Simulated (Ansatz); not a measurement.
I need a formation energy from the elements of CaPbF6 and its elements. Use Ansatz 0.2.0, Python API. Level of theory (first run): PBEsol, PAW, cutoff 520 eV, Gaussian smearing of 0.05 eV.

`capbf6_formation.py`
```python
"""Formation energy of CaPbF6 from the elements, after relaxing cells and atoms."""

from collections import Counter
import warnings

import ansatz as az
import numpy as np

PHASES = {
    "CaPbF6": (
        [(0.0, 4.238, 4.238), (4.238, 0.0, 4.238), (4.238, 4.238, 0.0)],
        [
            ("Ca", (0.5, 0.5, 0.5)),
            ("Pb", (0.0, 0.0, 0.0)),
            ("F", (0.75, 0.25, 0.25)),
            ("F", (0.25, 0.75, 0.25)),
            ("F", (0.25, 0.75, 0.75)),
            ("F", (0.75, 0.25, 0.75)),
            ("F", (0.25, 0.25, 0.75)),
            ("F", (0.75, 0.75, 0.25)),
        ],
    ),
    "Ca": (
        [(0.0, 2.7942, 2.7942), (2.7942, 0.0, 2.7942), (2.7942, 2.7942, 0.0)],
        [
            ("Ca", (0.0, 0.0, 0.0)),
        ],
    ),
    "Pb": (
        [(0.0, 2.47502, 2.47502), (2.47502, 0.0, 2.47502), (2.47502, 2.47502, 0.0)],
        [
            ("Pb", (0.0, 0.0, 0.0)),
        ],
    ),
    "F2": (
        [(9.0, 0.0, 0.0), (0.0, 9.5, 0.0), (0.0, 0.0, 10.0)],
        [
            ("F", (0.5, 0.5, 0.429)),
            ("F", (0.5, 0.5, 0.571)),
        ],
    ),
}


def build(vectors, sites):
    crystal = az.Crystal(lattice=az.Lattice.of(vectors))
    for symbol, position in sites:
        crystal = crystal.atom(symbol, position)
    return crystal

GASES = {"F2"}


def compute(name, crystal):
    calc = (
        crystal.calculation()
        .functional(az.Functional.PBESOL)
        .scf(tolerance=1e-09)
        .basis(520)
        .kpoints(spacing=0.16)
        .occupations("gaussian", width=0.05)
        .stress()
    )
    if name in GASES:
        return calc.kpoints(1, 1, 1).relax(force_tolerance=0.01).run(threads=1)
    calc = calc.relax(force_tolerance=0.01, cell=True)
    return calc.run(threads=1)


def counts(outcome):
    return Counter(site.symbol for site in outcome.lattice.sites)

def formation_energy(outcome, mu):
    n = counts(outcome)
    return (outcome.report["energy_sigma0_ev"] - sum(k * mu[element] for element, k in n.items())) / sum(n.values())


def volume_per_atom(outcome):
    return abs(np.linalg.det(outcome.lattice.cell_ang)) / len(outcome.lattice.sites)

warnings.simplefilter("ignore")

phases = {name: build(*cell) for name, cell in PHASES.items()}

done = {}
for name, crystal in phases.items():
    done[name] = compute(name, crystal)
    print(f"{name}: {done[name].report['energy_sigma0_ev']:.4f} eV, {len(done[name].lattice.sites)} atoms")

# energy of one atom in its reference phase
references = {"Ca": "Ca", "Pb": "Pb", "F": "F2"}
mu = {element: done[name].report["energy_sigma0_ev"] / len(done[name].lattice.sites) for element, name in references.items()}

target = done["CaPbF6"]
heat = formation_energy(target, mu)
n = counts(target)
print("cell content:", dict(n), " volume", round(volume_per_atom(target), 3), "A^3/atom")
print("formation energy", round(heat, 4), "eV/atom,", round(heat * sum(n.values()), 4), "eV per cell")
print("bound against the elements" if heat < 0 else "unbound against the elements")
# no correction for the overbinding of the gas molecule is applied
```

Output of `python capbf6_formation.py`:
```text
CaPbF6: -18356.0313 eV, 8 atoms
Ca: -1793.7317 eV, 1 atoms
Pb: -11754.9482 eV, 1 atoms
F2: -1595.3034 eV, 2 atoms
cell content: {<Element.CA: 'Ca'>: 1, <Element.PB: 'Pb'>: 1, <Element.F: 'F'>: 6}  volume 19.997 A^3/atom
formation energy -2.6801 eV/atom, -21.4412 eV per cell
bound against the elements
```

Reading the output:
- Absolute energies stand on the zero of these potentials, so only differences at equal settings mean something.
- For the metals among these phases the mesh is modest: differences between phases can be off by up to 40 meV an atom.
- The program warned that this SCF threshold is loose for forces or stresses.
- Of the deposited cell: the entry's cell lengths or inner coordinates differ somewhat from later room-temperature determinations.
- Spin-orbit coupling, which matters for elements this heavy, is left out.
- The cells come from databases of deposited and of computed structures, and not all need be stable phases.
- The compound is the structure given, not necessarily its lowest; energies are at zero temperature, with no correction for gases. A semilocal functional's error on such energies is often 0.05 to 0.1 eV an atom, and 0.1 to 0.3 eV against gases such as O2 or F2.
- The script silences warnings, which a real study should read.
- Hardware and time: 110 s on 1 thread of Arm Neoverse V2, with other jobs on the host, peak memory 0.78 GiB.
